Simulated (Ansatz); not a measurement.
This script for Ansatz 0.2.0 through its Python package starts 8 runs on CH6B2Ge, SMILES B1[BH][GeH2][CH2]1. What input does the engine get in each?

`scan_ch6b2ge.py`:
```python
import ansatz
import numpy as np

BASIS_SET = "def2-SVP"
METHOD = "mp2"

geometry_ang = [
    ("B", [0.1888, -0.705, -1.2151]),
    ("B", [-0.2253, -1.3668, 0.305]),
    ("Ge", [-0.2063, 0.4402, 1.1722]),
    ("C", [0.2749, 0.8273, -0.6254]),
    ("H", [0.2891, -1.1115, -2.3287]),
    ("H", [-0.4186, -2.4492, 0.6833]),
    ("H", [1.0783, 0.6286, 2.1206]),
    ("H", [-1.5339, 0.9476, 1.6302]),
    ("H", [1.2173, 1.2725, -0.696]),
    ("H", [-0.581, 1.4651, -1.0432]),
]
system = ansatz.Crystal.molecule()
for symbol, xyz in geometry_ang:
    system = system.atom(symbol, xyz)

symbols = [site.symbol for site in system.cartesian_sites]
start = np.array([site.position_ang for site in system.cartesian_sites])
axis = (start[8] - start[3]) / np.linalg.norm(start[8] - start[3])
moving = [8]
lengths, energies = [0.919, 0.961, 1.003, 1.045, 1.086, 1.128, 1.17, 1.233], []
for length in lengths:
    xyz = start.copy()
    xyz[moving] += (length - np.linalg.norm(start[8] - start[3])) * axis
    point = ansatz.Crystal.molecule()
    for symbol, xyz in zip(symbols, xyz):
        point = point.atom(symbol, xyz.tolist())
    job = point.calculation().basis(gaussian=BASIS_SET).correlation(METHOD)
    report = job.run().report
    energies.append(report["free_energy_ev"])
    print(f"r = {length:6.3f} A  E = {energies[-1]:.5f} eV  <S^2> = {abs(report['mean_field']['state']['spin_squared']):.3f}")

fit = np.polynomial.Polynomial.fit(lengths, np.array(energies) - min(energies), 4).convert()
roots = [r.real for r in fit.deriv().roots() if abs(r.imag) < 1e-9 and fit.deriv(2)(r.real) > 0]
r_e = min(roots, key=lambda r: abs(r - lengths[int(np.argmin(energies))]))
print(f"minimum of the fit at {r_e:.4f} A, force constant {fit.deriv(2)(r_e):.2f} eV/A^2")
```

Run 1:
```yaml
crystal:
  periodic: [false, false, false]
  atoms:
    - { symbol: B, position_ang: [0.1888, -0.705, -1.2151] }
    - { symbol: B, position_ang: [-0.2253, -1.3668, 0.305] }
    - { symbol: Ge, position_ang: [-0.2063, 0.4402, 1.1722] }
    - { symbol: C, position_ang: [0.2749, 0.8273, -0.6254] }
    - { symbol: H, position_ang: [0.2891, -1.1115, -2.3287] }
    - { symbol: H, position_ang: [-0.4186, -2.4492, 0.6833] }
    - { symbol: H, position_ang: [1.0783, 0.6286, 2.1206] }
    - { symbol: H, position_ang: [-1.5339, 0.9476, 1.6302] }
    - { symbol: H, position_ang: [1.1039441984177554, 1.2189494876226492, -0.6875079376149125] }
    - { symbol: H, position_ang: [-0.581, 1.4651, -1.0432] }
basis:
  gaussian:
    orbitals: def2-SVP
correlation:
  method: mp2
```

Run 2, against run 1:
```diff
-    - { symbol: H, position_ang: [1.1039441984177554, 1.2189494876226492, -0.6875079376149125] }
+    - { symbol: H, position_ang: [1.1418330518818964, 1.236848593694631, -0.6903463852534611] }
```

Run 3, against run 1:
```diff
-    - { symbol: H, position_ang: [1.1039441984177554, 1.2189494876226492, -0.6875079376149125] }
+    - { symbol: H, position_ang: [1.1797219053460375, 1.2547476997666127, -0.6931848328920099] }
```

Run 4, against run 1:
```diff
-    - { symbol: H, position_ang: [1.1039441984177554, 1.2189494876226492, -0.6875079376149125] }
+    - { symbol: H, position_ang: [1.2176107588101786, 1.2726468058385945, -0.6960232805305587] }
```

Run 5, against run 1:
```diff
-    - { symbol: H, position_ang: [1.1039441984177554, 1.2189494876226492, -0.6875079376149125] }
+    - { symbol: H, position_ang: [1.25459749671565, 1.2901197427183864, -0.6987941460824754] }
```

Run 6, against run 1:
```diff
-    - { symbol: H, position_ang: [1.1039441984177554, 1.2189494876226492, -0.6875079376149125] }
+    - { symbol: H, position_ang: [1.292486350179791, 1.3080188487903681, -0.7016325937210242] }
```

Run 7, against run 1:
```diff
-    - { symbol: H, position_ang: [1.1039441984177554, 1.2189494876226492, -0.6875079376149125] }
+    - { symbol: H, position_ang: [1.330375203643932, 1.3259179548623499, -0.704471041359573] }
```

Run 8, against run 1:
```diff
-    - { symbol: H, position_ang: [1.1039441984177554, 1.2189494876226492, -0.6875079376149125] }
+    - { symbol: H, position_ang: [1.387208483840144, 1.3527666139703225, -0.7087287128173961] }
```

Output of `python scan_ch6b2ge.py`:
```text
r =  0.919 A  E = -58943.53343 eV  <S^2> = 0.000
r =  0.961 A  E = -58943.91277 eV  <S^2> = 0.000
r =  1.003 A  E = -58944.16049 eV  <S^2> = 0.000
r =  1.045 A  E = -58944.30347 eV  <S^2> = 0.000
r =  1.086 A  E = -58944.36278 eV  <S^2> = 0.000
r =  1.128 A  E = -58944.35852 eV  <S^2> = 0.000
r =  1.170 A  E = -58944.30257 eV  <S^2> = 0.000
r =  1.233 A  E = -58944.14626 eV  <S^2> = 0.000
minimum of the fit at 1.1034 A, force constant 33.38 eV/A^2
```

What to keep in mind:
- Total energies depend on the basis set; only differences at equal settings carry meaning.
- The rest of the molecule is held rigid at a force-field or estimated start geometry, and the basis set is modest; single-reference methods fail as a bond breaks.
- The orbitals are restricted, so S² is zero by construction.
- S² is that of the Hartree-Fock reference.
- Timing: 17 s on 1 thread of Arm Neoverse V2, on a shared host, peak memory 0.27 GiB.

(Lines on the test bed's own set-up are left out of the output.)
